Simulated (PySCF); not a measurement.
# How the numerical set-up moves the result for SiAs

Aim: see how much the energy and properties of SiAs depend on the numerical set-up.

Computed with PySCF 2.14.0. Level: method and basis as typed in the scripts.

1 further run of the same task is left out (it didn't finish).

## 1. Starting geometry

SiAs: 2 atoms, charge 0, spin multiplicity 2.

No contacts short enough for the rule that draws bonds.

## 2. The base run

Input file input.py:

```python
from pyscf import gto, scf, mcscf

mol = gto.M(
    atom='Si 0 0 0; As 0 0 2.633',
    basis='minao',
    charge=0,
    spin=1,
    verbose=4,
)
mf = scf.ROHF(mol)
mf = mf.density_fit(auxbasis='def2-universal-jkfit')
mf.kernel()
mc = mcscf.CASSCF(mf, 4, 5)
mc.kernel()
mc.analyze()
mf.dip_moment()
print('orbital energies (hartree):', mf.mo_energy[..., max(0, mol.nelec[1]-3):mol.nelec[0]+3].round(4))
```

The run is started by

```sh
> python input.py
```

The log of this run is left out.

It gives: E(SCF) = -2523.042181 Eh, 15 cycles, E(CAS) − E(SCF) = -0.04991 Eh, μ = 1.62 D (of the SCF density).

The bond length is a typed value, not an optimised one.

## 3. 6-31g*

Variant 1 changes basis set: minao → 6-31g*.

Input file input.py:

```python
from pyscf import gto, scf, mcscf

mol = gto.M(
    atom='Si 0 0 0; As 0 0 2.633',
    basis='6-31g*',
    charge=0,
    spin=1,
    verbose=4,
)
mf = scf.ROHF(mol)
mf = mf.density_fit(auxbasis='def2-universal-jkfit')
mf.kernel()
mc = mcscf.CASSCF(mf, 4, 5)
mc.kernel()
mc.analyze()
mf.dip_moment()
print('orbital energies (hartree):', mf.mo_energy[..., max(0, mol.nelec[1]-3):mol.nelec[0]+3].round(4))
```

The run is started by

```sh
> python input.py
```

## 4. Pcseg-1

Variant 2 changes basis set: minao → pcseg-1.

Edit input.py of step 2 so:

```diff
@@ -4,3 +4,3 @@
     atom='Si 0 0 0; As 0 0 2.633',
-    basis='minao',
+    basis='pcseg-1',
     charge=0,
```

## 5. Density fitting none

Variant 3 changes density fitting: def2-universal-jkfit → none.

Edit input.py of step 2 so:

```diff
@@ -10,3 +10,2 @@
 mf = scf.ROHF(mol)
-mf = mf.density_fit(auxbasis='def2-universal-jkfit')
 mf.kernel()
```

What does the calculation give? Wanted: for each run, E(SCF); from base; SCF dipole; after the SCF.

**Answer**, as computed:

```tsv
run	E(SCF) (hartree)	from base (eV)	cycles	SCF dipole (D)	functions	after the SCF
base	-2523.042181	0	15	1.62	27	CASSCF correlation -1.358 eV
6-31g*	-2522.712070	+8.9828	14	2.44	50	CASSCF correlation -1.222 eV
pcseg-1	-2522.709659	+9.0484	14	2.21	45	CASSCF correlation -1.199 eV
density fitting none	-2523.042205	-0.0007	15	1.62	27	CASSCF correlation -1.358 eV
```

**Reading.** Of the runs whose energies can be compared, “pcseg-1” moves the SCF energy most (+9.048 eV). 6-31g* (50 functions) gives an energy 8.98 eV higher than minao (27); size alone doesn't order basis sets of different families. pcseg-1 (45 functions) gives an energy 9.05 eV higher than minao (27); size alone doesn't order basis sets of different families. The dearest run is “6-31g*”, at 32 s against 6.2 s.
